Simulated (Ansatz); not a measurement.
# CHGeP (triplet): the correlation ladder, cc-pVDZ

One table from this session's results is given with a row withheld; the runs are named, their logs left out.

Program: Ansatz 0.2.0, Gaussian basis. Level of theory: cc-pVDZ, core rule «outside noble gas», up to 20 orbitals frozen. These are calculated values, not measurements.

The runs, in order: UHF; CCSD(T) on ROHF; CCSD(T) on UHF; BCCD(T) on ROHF; CISD; CCSDT(Q) on ROHF; CCSDT(Q) on UHF; CASSCF and NEVPT2, 10 electrons in 10 orbitals.

21 further runs of the same task are left out: 9 that didn't finish, 12 set aside as unsound or not needed.

**The system**

The geometry is a PBE0/def2-TZVP stationary point (not a proven minimum). No spin-orbit coupling is included. The filled d shell of Ge may be among the frozen orbitals whatever the setting's name suggests; the logs give the count.

4 atoms, charge 0, spin multiplicity 3.

Atoms are counted from 1 here; the program's logs count them from 0.

Bond lengths: C1–Ge2 1.748 Å, C1–H4 1.078 Å, Ge2–P3 2.082 Å. Angles: Ge2–C1–H4 152.2°, C1–Ge2–P3 162.6°.

As a file:

```xyz
4
CHGeP
C     0.0000   -0.2843    2.0591
Ge    0.0000    0.0882    0.3512
P     0.0000   -0.0968   -1.7230
H     0.0000    0.0046    3.0979
```

The first run:

Contents of in.yaml:

```yaml
crystal:
  periodic: [false, false, false]
  atoms:
    - {symbol: C, position_ang: [0.000000, -0.284291, 2.059111]}
    - {symbol: Ge, position_ang: [0.000000, 0.088210, 0.351243]}
    - {symbol: P, position_ang: [0.000000, -0.096781, -1.723012]}
    - {symbol: H, position_ang: [0.000000, 0.004635, 3.097890]}
basis:
  gaussian: {orbitals: cc-pVDZ}
magnetization: {spin_polarized: true, initial_magnetization: 2}
hamiltonian: {xc: hf}
output: {orbitals: {seedname: orbitals}}
```

Run with:

```console
$ ansatz run in.yaml --threads 1 --pin off --events-out ev --progress --plain --max-ram 2393MiB
```

Steps of the session up to this table: UHF; CCSD(T) on ROHF; CCSD(T) on UHF; BCCD(T) on ROHF; CISD; CCSDT(Q) on ROHF; CCSDT(Q) on UHF; CASSCF and NEVPT2, 10 electrons in 10 orbitals.

One of the session's tables, all rows but one given; the rest of the session is left out.

It belongs to the step «Misses and costs». 

```
         method  from RCCSDT(Q) (meV)
            UHF               +8754.6
           RMP2                +896.7
           UMP2               +2132.8
          RCCSD                +726.7
          UCCSD                +584.3
       RCCSD(T)                 +99.9
       UCCSD(T)                +156.8
        BCCD(T)                +125.0
         RCCSDT                 +94.0
         UCCSDT                 +54.7
      RCCSDT(Q)                     0
      UCCSDT(Q)                  -2.0
CASSCF frontier               +6553.6
NEVPT2 frontier                     ?
```

Q: Estimate the row for NEVPT2 frontier from the others.

The run gave: from RCCSDT(Q) (meV): +1308.1. In the column «from RCCSDT(Q) (meV)» it lies between RMP2 (+896.7) and UMP2 (+2132.8).

Not comparable, so not listed: CISD (they don't share determinant, frozen orbitals or solution with the rows shown, or repeat one).

Caveats from the session: The determinant is far from a pure spin state, so its energy mixes those of several spin states (harmless only where they are near-degenerate, as at dissociation). The report flags that the cluster equations may have other roots. Left out of the table: ROHF (another determinant or state than the rows shown). The program flags RCCSD(T), BCCD(T), RCCSDT(Q) as in doubt, so the zero of the table is itself unsure. Warnings: spin contamination; coupled cluster took another determinant than the lowest; large T1 diagnostic. Restricted and unrestricted rows rest on different reference determinants; where their highest levels disagree by more than a few hundredths of an eV, they describe different states and don't form one ladder.
